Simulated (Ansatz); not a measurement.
**MgVCl2O in Ansatz: the effect of target pressure**

Crystal: MgVCl2O.

```
V Cl Mg O
1.0
     6.62034   -1.96158    0.00000
     6.62034    1.96158    0.00000
    -1.39572    0.00000    4.08633
V Cl Mg O
1 2 1 1
Direct
  0.00143 0.00143 0.97846
  0.63023 0.63023 0.11155
  0.36778 0.36778 0.84648
  0.49092 0.49092 0.46643
  0.99610 0.99610 0.47359
```

The cell comes from a database or a generator and needn't be the stable form of this composition.

Alike in all runs:

| Item | Value |
| --- | --- |
| Program | Ansatz 0.2.0 |
| Task | relaxation of cell and atoms |
| Functional | PBEsol |
| Potentials or basis | Ansatz PAW |
| Cutoff | 420 eV (not typed: the program's choice for these potentials) |
| k mesh | 7 × 7 × 7 |
| Occupations | fermi-dirac, width 0.05 eV |
| Spin | collinear spin, ferromagnetic start |
| Starting moments | [2.0, 0.0, 0.0, 0.0, 0.0] μB |

Each run relaxes the cell or the atoms first.

Task: One run gave: relaxed volume 16.61 Å³/atom; gap on the mesh 0.24 eV. Which target pressure did it use?
A. 10 GPa
B. 5 GPa
C. 2 GPa
D. 0 GPa

Result: C.

```tsv
target pressure	relaxed volume (Å³/atom)	gap on the mesh (eV)
0 GPa	19.22	0.25
2 GPa	16.61	0.24
5 GPa	15.46	0.19
10 GPa	14.39	none
```

Caveats: the plane-wave basis is chosen anew once the cell has moved, so the energies of steps on either side of that aren't comparable; the PAW data sets come from PBE, with cores solved anew for the run's functional, which leaves a small shift of forces and pressure; odd divisions of the mesh miss points on the zone boundary, where band edges often lie, so the gap on the mesh can be too wide (some runs); the volume moved by over 15 % at a fixed basis, so the end points are rough (some runs); semilocal functionals often make such compounds metallic where correlation or magnetic order opens a gap, which also shifts bond lengths (some runs).

A k mesh can miss the band edges.

A gap of «none» marks a metal or a gap under the smearing width.
